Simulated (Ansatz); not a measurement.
# TaTe (Pm-3m) in Ansatz: further runs

The runs below take TaTe through density of states, electric field gradients, with PBE.

Everything below comes from runs of Ansatz 0.2.0. Logs are shortened: lines on timing, memory, paths and dates and some standing lists are left out, and cuts for length are marked.

## 1. The structure

It takes space group Pm-3m (No. 221, cubic). The conventional cell has a = 3.420 Å, b = 3.420 Å, c = 3.420 Å, α = 90.00°, β = 90.00°, γ = 90.00°. Ta (site symmetry m-3m) has 8 Te at 2.96 Å as nearest neighbours. Around Te (site symmetry m-3m) lie 8 Ta at 2.96 Å.

The cell was built by a generator and needn't be a form met in nature.

## 2. Density of states, PBE

File input.yaml:

```yaml
crystal:
  lattice:
    - [3.42009, 0.0, 0.0]
    - [0.0, 3.42009, 0.0]
    - [0.0, 0.0, 3.42009]
  atoms:
    - { symbol: Ta, position: [0.5, 0.5, 0.5] }
    - { symbol: Te, position: [0.0, 0.0, 0.0] }
kpoints:
  mp_grid: { grid: [8, 8, 8] }
scf:
  occupations: { method: fermi_dirac, width: 0.05 }
hamiltonian:
  xc: pbe
  pseudopotentials: { kind: all_electron, datasets: crystal }
output:
  forces: true
  stress: true
  eigenvalues: true
  dos: { projected: false, de: 0.1, e_range: [-20, 10] }
```

Potentials or basis: all-electron PAW datasets made for the crystal.

On the command line:

```console
ansatz run input.yaml --threads 1 --pin off --max-ram 3072MiB --backend cpu --events-out ev --progress --plain --runs-dir out
```

What it wrote:

```text
Warning: RAYON_NUM_THREADS=1 ignored (pool sized by the plan → 1); use --threads N
hamiltonian.pseudopotentials.datasets: crystal makes datasets for this crystal and solves the spheres of its atoms anew in each pass: cutoff 420.0 eV, the density's 1680.0 eV; for an error of 0.50 meV an atom under PBE, 1.0 meV for the cell; an energy difference from a run of another recipe may be off by several times the error for the cell, under r2SCAN by more, where some 0.1 meV an atom stays at smaller errors; Te in spheres of 1.376 Å, 16 of its electrons in bands; Ta in spheres of 1.376 Å, 27 of its electrons in bands
band count auto-derived: 27 (N_el = 43.0; filled up to band 22; 26 by the electrons, moments and atoms)
Engine: ansatz 0.2.0, x86_64-unknown-linux-gnu
Pseudopotentials: kind: all_electron
Pseudopotential: Ta, paw, valence charge 27, recommended cutoff 420 eV (normal), crystal/all_electron/pbe/scalar/gaussian/Ta, Koelling and Harmon's equation, gaussian nucleus
Pseudopotential: Te, paw, valence charge 16, recommended cutoff 420 eV (normal), crystal/all_electron/pbe/scalar/gaussian/Te, Koelling and Harmon's equation, gaussian nucleus
Functional definition: PBE
  parameter kappa = 0.804
  parameter beta = 0.06672455060314922
  exchange = pbe_x(kappa = kappa, mu = beta*pi^2/3)
  correlation = pbe_c(beta = beta)
Crystal: 2 atoms, lattice volume = 40.005 Å³
Basis set: ecut = 420 eV, 751 PW (Γ), exchange–correlation on 48×48×48 points (8 copies of the dense FFT grid, shifted against one another)
Bands: 27, of which v1, the nominal top of the filled ones, is band 22 counted from 1 (21 counted from 0)
Symmetry: 48 space group operations
Space group: Pm-3m (ITA 221), of the structure as read, at distance tolerance 3.4e-5 Å
k-points: 35 of 512
Non-local potential: Ta, projectors of the file, l = 0: 2, l = 1: 2, l = 2: 1, l = 3: 2
Non-local potential: Te, projectors of the file, l = 0: 1, l = 1: 1, l = 2: 2
PAW form: soft (Blöchl's): semilocal exchange-correlation on the pseudo side does not see the compensation charge
PAW one-centre angular grid: Ta, 590 points (default); XC on its mesh's 1823 points in the sphere
PAW one-centre angular grid: Te, 590 points (default); XC on its mesh's 1857 points in the sphere
Initial density: superposition of atomic densities (neutral atoms: chi_scale 0, normalization atom)
Initial wavefunctions: pseudopotential atomic-orbital guess
Functional: x = pbe(κ = 0.804, μ = 0.2195149727645171), c = pbe(β = 0.06672455060314922)
iter 1 solved again at ethr=4.43e-3 eV; its pass at ethr=1.00e-1 eV (dr2=1.91e0 eV) is discarded
SCF iter   1: F=—  HF=-609453.556072 eV  |F-HF|=—  |Δ(HF+E_count)|=         —  Δρ=5.40e-2  dr2=1.79e0  ethr=4.43e-3  ⟨swp⟩=3.5  Hψ=4537  notcnv=0
preconditioner: auto → Kerker (q_TF=auto, 2.761 Å⁻¹)  [metal: Δε(μ)=0.035 eV  Ē_g=16.686 eV  σ=0.050 eV  W_gap=0.17  n_scr=18 (ndim 8)  ℏωp=29.4 eV  f_vac=0.000  D(μ)=4.06/eV (n_scr^D=56)]
SCF iter   2: F=—  HF=-609453.228477 eV  |F-HF|=—  |Δ(HF+E_count)|=   3.28e-1  Δρ=3.35e-2  dr2=6.46e-1  ethr=4.17e-3  ⟨swp⟩=2.9  Hψ=1942  notcnv=0  defer=1
iter 3 solved again at ethr=2.83e-5 eV; its pass at ethr=1.50e-3 eV (dr2=1.22e-2 eV) is discarded
SCF iter   3: F=—  HF=-609453.032744 eV  |F-HF|=—  |Δ(HF+E_count)|=   1.96e-1  Δρ=5.96e-3  dr2=1.26e-2  ethr=2.83e-5  ⟨swp⟩=2.7  Hψ=4206  notcnv=0
SCF iter   4: F=—  HF=-609453.039491 eV  |F-HF|=—  |Δ(HF+E_count)|=   6.75e-3  Δρ=5.70e-3  dr2=1.16e-2  ethr=2.83e-5  ⟨swp⟩=3.1  Hψ=2029  notcnv=0
SCF iter   5: F=—  HF=-609453.052261 eV  |F-HF|=—  |Δ(HF+E_count)|=   1.28e-2  Δρ=2.04e-3  dr2=1.77e-3  ethr=2.69e-5  ⟨swp⟩=3.1  Hψ=1957  notcnv=0
SCF iter   6: F=—  HF=-609453.051834 eV  |F-HF|=—  |Δ(HF+E_count)|=   4.27e-4  Δρ=7.15e-4  dr2=2.14e-4  ethr=4.12e-6  ⟨swp⟩=3.1  Hψ=2318  notcnv=0
SCF iter   7: F=—  HF=-609453.051615 eV  |F-HF|=—  |Δ(HF+E_count)|=   2.19e-4  Δρ=4.25e-4  dr2=8.98e-5  ethr=4.97e-7  ⟨swp⟩=3.1  Hψ=2133  notcnv=0
SCF iter   8: F=—  HF=-609453.051469 eV  |F-HF|=—  |Δ(HF+E_count)|=   1.46e-4  Δρ=1.23e-4  dr2=6.44e-6  ethr=2.09e-7  ⟨swp⟩=3.1  Hψ=2076  notcnv=0
SCF iter   9: F=—  HF=-609453.051663 eV  |F-HF|=—  |Δ(HF+E_count)|=   1.95e-4  Δρ=3.95e-5  dr2=6.22e-7  ethr=1.50e-8  ⟨swp⟩=3.7  Hψ=2061  notcnv=0
SCF iter  10: F=-609453.051663 eV  HF=-609453.051663 eV  |F-HF|=1.20e-8  |Δ(HF+E_count)|=   1.33e-7  Δρ=4.96e-6  dr2=1.31e-8  ethr=1.45e-9  ⟨swp⟩=3.2  Hψ=1937  notcnv=0
SCF 1 converged in 10 iterations: F = -609453.051663 eV  dr2 = 1.31e-8
  Residual-converged pass: ⟨swp⟩=3.9  Hψ=2147  notcnv=0  max |occ|·‖R‖ = 5.2e-6 eV (tolerance 5.3e-6 eV)  dr2=1.75e-8  dr2_onsite=5.89e-8  max |Δocc| = 1.2e-9
SCF converged after 10 iterations
Free energy (F): -609453.051663 eV
Harris-Foulkes:  -609453.051663 eV  (|F-HF|=1.20e-8)
Internal energy: -609453.023478 eV  (E = F + TS)
E sigma→0 (E₀):  -609453.037570 eV
Entropy (-TS):   -0.028186 eV (-14.093 meV/atom)
Past the cutoff: the bands carry plane waves up to 1.75 times it, of which those up to 1.5 times it add -0.000373 eV an atom, each by itself; the spheres take 0.000300 eV an atom off the energy for waves past 1.75 times it
By the cutoff:   a pressure is off by up to 0.007 GPa (1.2 times the spheres' own share and the shells' term, over an atom's volume, and 0.004 GPa: a bound that held against runs at twice the plane waves)
Past the cutoffs: a stress includes 0.0003 GPa for waves and charges beyond them, in addition to the slope of what the spheres take
In the spheres:  the bands' charges fall short by 4.5e-7 e at most (sound up to 1e-3)
Fermi energy:    22.518360 eV
--- Per-component energies (eV) ---
  E_band       = -99.317057
  E_kinetic    = 413.158150
  E_local      = -5164.890007  (includes V_loc(G=0)·N_el)
  E_nonlocal   = -2890.573175
  E_hartree    = 2668.851988
  E_xc         = -179.986420
  E_vxc        = -231.262571  (∫ρ·V_xc dr)
  E_paw        = -620150.919255  (= ΣΔE_a)
  E_vpaw       = -20756.754881  (= ΣTr[D̂ρ^β])
  E_ewald      = -7341.964331
  E_smearing   = -0.028186  (= −TS)
  E_closure    = 23193.299573  (closes the sum)
  Σ components = -609453.051663   (vs F -609453.051663, Δ=0.00e0)
  The terms above E_closure are by the made datasets' own strengths, without shells solved beside the bands.
--- Forces (eV/Å), atoms counted from 1 ---
  atom   1  Ta    -0.00000000     0.00000000    -0.00000000
  atom   2  Te    -0.00000000     0.00000000     0.00000000
  max |Σ_I F_I| component: 5.68e-29 eV/Å
--- Stress (GPa, compression-positive) ---
        0.171646       0.000000       0.000000
       -0.000000       0.171646      -0.000000
        0.000000      -0.000000       0.171646
  P = ⅓ Tr σ = 0.1716 GPa (1.716 kbar)
--- Band table (eV; the first three rows and the last of 35) ---
  k-point 0: bands = ["-45.9401", "-15.3793", "-15.3793", "-15.3527", "-15.3527", "-15.3527", "-12.3956", "-12.3956", "-12.3956", "2.1761", "2.1906", "2.1906", "2.1906", "2.2077", "2.2077", "2.2077", "7.6348", "19.6960", "19.6960", "21.0475", "21.0475", "21.0475", "23.9177", "23.9177"]
  k-point 1: bands = ["-45.9394", "-15.3791", "-15.3751", "-15.3549", "-15.3549", "-15.3526", "-12.4184", "-12.3918", "-12.3918", "2.1760", "2.1903", "2.1911", "2.1911", "2.2061", "2.2082", "2.2082", "7.8352", "18.5469", "19.7965", "20.7319", "20.7319", "21.3221", "23.9441", "24.3722"]
  k-point 2: bands = ["-45.9378", "-15.3787", "-15.3652", "-15.3603", "-15.3603", "-15.3523", "-12.4730", "-12.3829", "-12.3829", "2.1757", "2.1896", "2.1923", "2.1923", "2.2024", "2.2095", "2.2095", "8.3973", "16.4847", "20.0635", "20.1578", "20.1578", "22.3743", "24.0091", "25.4153"]
  k-point 34: bands = ["-45.9265", "-15.3828", "-15.3828", "-15.3828", "-15.3336", "-15.3336", "-12.4875", "-12.4875", "-12.4875", "2.1659", "2.1967", "2.1967", "2.1967", "2.2036", "2.2036", "2.2036", "12.0664", "15.8143", "15.8143", "15.8143", "24.0224", "24.0224", "24.0224", "25.7752"]
```

dos.tsv:

```text
# E-E_F[eV]	g_bin_mean(E)[states/eV]	N(E)
# format = ansatz-dos/2
# fermi_ev = 22.518360
# fermi_mp_grid = 8 8 8
# fermi_mp_shift = 0 0 0
# levels_not_solved_further = solved_sites
# tetrahedron_fermi_ev = 22.556064
# levels_read_in_place: this table is built on the levels of the run's own state as they stand, and no solve holds the run's band table (levels_not_solved_further names the reason, in the words of bands.not_solved_further in the JSON report). Each level is converged only as far as the self-consistency loop (at a density that was read, or that a workflow's scf step handed on, the one solve at it), or a further solve at its close, took it, and the bands are not shown to hold every level, so a level may be missing and a value may be a higher level than its place says. The run's notice product_built_on_unsolved_table says the same. The notice band_table_not_solved_further in this run's record says why the table was not solved and what to do about it.
# g_bin_mean(E): the states in a bin one row spacing wide, centred on E, divided by that spacing. States that the method places at a single energy (under output.dos.method: tetrahedron, those of a tetrahedron whose four corners have one energy) are counted whole in the row whose bin holds that energy (on the edge of two bins, in the lower row). The sum of g_bin_mean over a run of rows, times the row spacing, is the number of states from half a spacing under the first of them to half a spacing over the last (a plain sum, not the trapezoid rule).
-20.000000	0.000000e0	3.200000e1
-19.900000	0.000000e0	3.200000e1
-19.800000	0.000000e0	3.200000e1
-19.700000	0.000000e0	3.200000e1
-19.600000	0.000000e0	3.200000e1
-19.500000	0.000000e0	3.200000e1
[... 293 lines left out ...]
9.900000	0.000000e0	5.400000e1
10.000000	0.000000e0	5.400000e1
```

Wall time 28 s (1 thread of Intel Xeon at 2.50GHz (Skylake/Cascade Lake), shared host); peak memory 0.59 GiB.

Results:

```
Free energy            : -609453.0517 eV
Pressure               : 0.2 GPa
Band gap on the k mesh : none (metal or under the smearing width)
```

Levels at points of the mesh, in eV from the Fermi level:
| k point | band 18 | band 19 | band 20 | band 21 | band 22 | band 23 | band 24 |
| --- | --- | --- | --- | --- | --- | --- | --- |
| (0.00, 0.00, 0.00) | -2.82 | -2.82 | -1.47 | -1.47 | -1.47 | 1.40 | 1.40 |
| (0.00, 0.00, -0.50) | -8.62 | -2.97 | -2.97 | -1.99 | 1.59 | 2.71 | 4.42 |
| (0.00, -0.50, -0.50) | -5.91 | -5.91 | -3.41 | -0.27 | -0.27 | 0.47 | 1.45 |
| (-0.50, -0.50, -0.50) | -6.70 | -6.70 | -6.70 | 1.50 | 1.50 | 1.50 | 3.26 |

States per cell in windows of 1 eV (zero at the Fermi level; states under -8 eV left out):
| from (eV) | total |
| --- | --- |
| -8.0 | 0.42 |
| -7.0 | 1.33 |
| -6.0 | 1.01 |
| -5.0 | 0.85 |
| -4.0 | 0.99 |
| -3.0 | 1.34 |
| -2.0 | 1.80 |
| -1.0 | 0.97 |
| 0.0 | 1.77 |
| 1.0 | 1.54 |
| 2.0 | 1.58 |
| 3.0 | 2.01 |
| 4.0 | 1.68 |
| 5.0 | 0.79 |
| 6.0 | 0.76 |
| 7.0 | 1.05 |

Caveat: the program warned that the printed levels may be off, so bands, gaps and densities of states are rough; the density of states is complete only up to the lowest level of the last band computed. Spin-orbit coupling is left out, which matters for the levels of Ta, Te.

## 3. Electric field gradients, PBE

Changes to input.yaml since step 2:

```diff
@@ -19,2 +19,4 @@
   eigenvalues: true
-  dos: { projected: false, de: 0.1, e_range: [-20, 10] }
+  efg: {}
+  elf: true
+  volumetric_format: npy
```

Potentials or basis: all-electron PAW datasets made for the crystal.

On the command line:

```console
ansatz run input.yaml --threads 1 --pin off --max-ram 3072MiB --backend cpu --events-out ev --progress --plain --runs-dir out
```

What it wrote:

```text
Warning: RAYON_NUM_THREADS=1 ignored (pool sized by the plan → 1); use --threads N
hamiltonian.pseudopotentials.datasets: crystal makes datasets for this crystal and solves the spheres of its atoms anew in each pass: cutoff 420.0 eV, the density's 1680.0 eV; for an error of 0.50 meV an atom under PBE, 1.0 meV for the cell; an energy difference from a run of another recipe may be off by several times the error for the cell, under r2SCAN by more, where some 0.1 meV an atom stays at smaller errors; Te in spheres of 1.376 Å, 16 of its electrons in bands; Ta in spheres of 1.376 Å, 27 of its electrons in bands
band count auto-derived: 27 (N_el = 43.0; filled up to band 22; 26 by the electrons, moments and atoms)
Te, Ta: output.efg is read without spin–orbit coupling, which moves field gradients at and beside such atoms by some per cent and up to a factor of two; PAW files take it under magnetization.noncollinear and magnetization.spin_orbit
[... 9 set-up lines as earlier in the session ...]
Crystal: 2 atoms, lattice volume = 40.005 Å³
[... 52 lines left out ...]
  E_closure    = 23193.299573  (closes the sum)
  Σ components = -609453.051663   (vs F -609453.051663, Δ=0.00e0)
  The terms above E_closure are by the made datasets' own strengths, without shells solved beside the bands.
--- Forces (eV/Å), atoms counted from 1 ---
  atom   1  Ta    -0.00000000     0.00000000    -0.00000000
  atom   2  Te    -0.00000000     0.00000000     0.00000000
  max |Σ_I F_I| component: 5.68e-29 eV/Å
--- Stress (GPa, compression-positive) ---
        0.171646       0.000000       0.000000
       -0.000000       0.171646      -0.000000
        0.000000      -0.000000       0.171646
  P = ⅓ Tr σ = 0.1716 GPa (1.716 kbar)
--- PAW observables at the nuclei: V_zz in 10²¹ V/m², potentials from the cell's mean, atoms counted from 1 ---
  atom   1  Ta V_zz =    +0.000000   η = 0.0000   by run symmetry: forbidden
            electrostatic potential = -14497.659828 V   contact ρ = 8150569.585650 e/Å³
  atom   2  Te V_zz =    +0.000000   η = 0.0000   by run symmetry: forbidden
            electrostatic potential = -8658.286436 V   contact ρ = 1468550.405602 e/Å³
--- Band table (eV; the first three rows and the last of 35) ---
  k-point 0: bands = ["-45.9401", "-15.3793", "-15.3793", "-15.3527", "-15.3527", "-15.3527", "-12.3956", "-12.3956", "-12.3956", "2.1761", "2.1906", "2.1906", "2.1906", "2.2077", "2.2077", "2.2077", "7.6348", "19.6960", "19.6960", "21.0475", "21.0475", "21.0475", "23.9177", "23.9177"]
  k-point 1: bands = ["-45.9394", "-15.3791", "-15.3751", "-15.3549", "-15.3549", "-15.3526", "-12.4184", "-12.3918", "-12.3918", "2.1760", "2.1903", "2.1911", "2.1911", "2.2061", "2.2082", "2.2082", "7.8352", "18.5469", "19.7965", "20.7319", "20.7319", "21.3221", "23.9441", "24.3722"]
  k-point 2: bands = ["-45.9378", "-15.3787", "-15.3652", "-15.3603", "-15.3603", "-15.3523", "-12.4730", "-12.3829", "-12.3829", "2.1757", "2.1896", "2.1923", "2.1923", "2.2024", "2.2095", "2.2095", "8.3973", "16.4847", "20.0635", "20.1578", "20.1578", "22.3743", "24.0091", "25.4153"]
  k-point 34: bands = ["-45.9265", "-15.3828", "-15.3828", "-15.3828", "-15.3336", "-15.3336", "-12.4875", "-12.4875", "-12.4875", "2.1659", "2.1967", "2.1967", "2.1967", "2.2036", "2.2036", "2.2036", "12.0664", "15.8143", "15.8143", "15.8143", "24.0224", "24.0224", "24.0224", "25.7752"]
```

It took 29 s on 1 thread of Intel Xeon at 2.50GHz (Skylake/Cascade Lake), shared host; peak memory 0.6 GiB.

Results:

* Free energy: -609453.0517 eV
* Pressure: 0.2 GPa
* Band gap on the k mesh: none (metal or under the smearing width)

Levels at points of the mesh, in eV from the Fermi level:
```
              k point  band 20  band 21  band 22  band 23  band 24
   (0.00, 0.00, 0.00)    -1.47    -1.47    -1.47     1.40     1.40
  (0.00, 0.00, -0.50)    -2.97    -1.99     1.59     2.71     4.42
 (0.00, -0.50, -0.50)    -3.41    -0.27    -0.27     0.47     1.45
(-0.50, -0.50, -0.50)    -6.70     1.50     1.50     1.50     3.26
```

Spin-orbit coupling is left out, which matters for the levels of Ta, Te.

## 4. Density of states, PBE

Changes to input.yaml since step 3:

```diff
@@ -19,3 +19,3 @@
   eigenvalues: true
-  efg: {}
+  dos: { projected: false, de: 0.2, e_range: [-14, 6] }
   elf: true
```

On the command line:

```console
ansatz run input.yaml --threads 1 --pin off --max-ram 3072MiB --backend cpu --events-out ev --progress --plain --runs-dir out
```

It took 29 s on 1 thread of Intel Xeon at 2.50GHz (Skylake/Cascade Lake), shared host; peak memory 0.6 GiB.

Results (log left out):

```yaml
Free_energy: -609453.0517 eV
Pressure: 0.2 GPa
Band_gap_on_the_k_mesh: none (metal or under the smearing width)
```

Levels at points of the mesh, in eV from the Fermi level:
| k point | band 18 | band 19 | band 20 | band 21 | band 22 | band 23 | band 24 |
| --- | --- | --- | --- | --- | --- | --- | --- |
| (0.00, 0.00, 0.00) | -2.82 | -2.82 | -1.47 | -1.47 | -1.47 | 1.40 | 1.40 |
| (0.00, 0.00, -0.50) | -8.62 | -2.97 | -2.97 | -1.99 | 1.59 | 2.71 | 4.42 |
| (0.00, -0.50, -0.50) | -5.91 | -5.91 | -3.41 | -0.27 | -0.27 | 0.47 | 1.45 |
| (-0.50, -0.50, -0.50) | -6.70 | -6.70 | -6.70 | 1.50 | 1.50 | 1.50 | 3.26 |

States per cell in windows of 1 eV (zero at the Fermi level; states under -8 eV left out):
```tsv
from (eV)	total
-8.0	0.44
-7.0	1.34
-6.0	1.02
-5.0	0.85
-4.0	1.00
-3.0	1.32
-2.0	1.79
-1.0	0.99
0.0	1.78
1.0	1.53
2.0	1.61
3.0	2.00
4.0	1.66
5.0	0.75
```

Caveat: the program warned that the printed levels may be off, so bands, gaps and densities of states are rough; the density of states is complete only up to the lowest level of the last band computed.
